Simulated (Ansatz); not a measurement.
# AlH7N2S: the cost of one run

Method: PBE0-D4, def2-SVP first, then def2-TZVP; program: Ansatz 0.2.0, Gaussian basis.

152 further runs of the same task are left out: 152 set aside as unsound or not needed.

### 1 Starting geometry

The guess: 11 atoms, charge 0, spin multiplicity 1.

Atoms are counted from 1 here; the program's logs count them from 0.

Bond lengths: Al1–H2 1.713 Å, Al1–N3 1.775 Å, Al1–N4 1.779 Å, Al1–H5 1.815 Å, Al1–S6 2.315 Å, N3–H7 1.011 Å, N3–H8 1.010 Å, N4–H9 1.011 Å, N4–H10 1.010 Å, S6–H11 1.329 Å. Angles: H2–Al1–N3 106.8°, H2–Al1–N4 106.3°, H2–Al1–H5 39.0°, H2–Al1–S6 87.0°, N3–Al1–N4 130.6°, N3–Al1–H5 113.5°, N3–Al1–S6 108.2°, N4–Al1–H5 115.4°, N4–Al1–S6 109.1°, H5–Al1–S6 48.1°, Al1–N3–H7 128.3°, Al1–N3–H8 124.0°, H7–N3–H8 107.6°, Al1–N4–H9 119.5°, Al1–N4–H10 133.3°, H9–N4–H10 107.2°, Al1–S6–H11 90.3°.

Geometry (Å):

```
Al    0.1020   -0.1430    0.0635
H     1.1576   -0.3023   -1.2767
N     1.0440   -0.5533    1.5105
N    -1.4904   -0.7186   -0.4832
H     1.0201    0.8618   -1.1373
S     0.2332    2.1455   -0.2600
H     1.6282    0.0527    2.0709
H     1.0944   -1.4807    1.9084
H    -1.7528   -1.6816   -0.3253
H    -2.2736   -0.2654   -0.9328
H    -0.7627    2.0851   -1.1381
```

Distances that are to change: Al1–S6 2.31 Å, H2–H5 1.18 Å, Al1–H2 1.71 Å, H5–S6 1.74 Å.

### 2 Relaxing the guess with the reacting distances held

Contents of hold/in.yaml:

```yaml
crystal:
  periodic: [false, false, false]
  atoms:
    - {symbol: Al, position_ang: [0.102000, -0.143000, 0.063500]}
    - {symbol: H, position_ang: [1.157600, -0.302300, -1.276700]}
    - {symbol: N, position_ang: [1.044000, -0.553300, 1.510500]}
    - {symbol: N, position_ang: [-1.490400, -0.718600, -0.483200]}
    - {symbol: H, position_ang: [1.020100, 0.861800, -1.137300]}
    - {symbol: S, position_ang: [0.233200, 2.145500, -0.260000]}
    - {symbol: H, position_ang: [1.628200, 0.052700, 2.070900]}
    - {symbol: H, position_ang: [1.094400, -1.480700, 1.908400]}
    - {symbol: H, position_ang: [-1.752800, -1.681600, -0.325300]}
    - {symbol: H, position_ang: [-2.273600, -0.265400, -0.932800]}
    - {symbol: H, position_ang: [-0.762700, 2.085100, -1.138100]}
basis:
  gaussian: {orbitals: def2-SVP}
hamiltonian: {xc: pbe0, dispersion: d4}
relax: {f_tol: 0.04, max_steps: 150, escape_saddle: false, constraints: [{distance: [0, 5]}, {distance: [1, 4]}, {distance: [0, 1]}, {distance: [4, 5]}]}
```

Run with:

```bash
ansatz run in.yaml --threads 4 --pin off --events-out ev --progress --plain --max-ram 9574MiB
```

**Question.** How long does this run take on 4 threads of Arm Neoverse V1, shared host?

About 29 s.
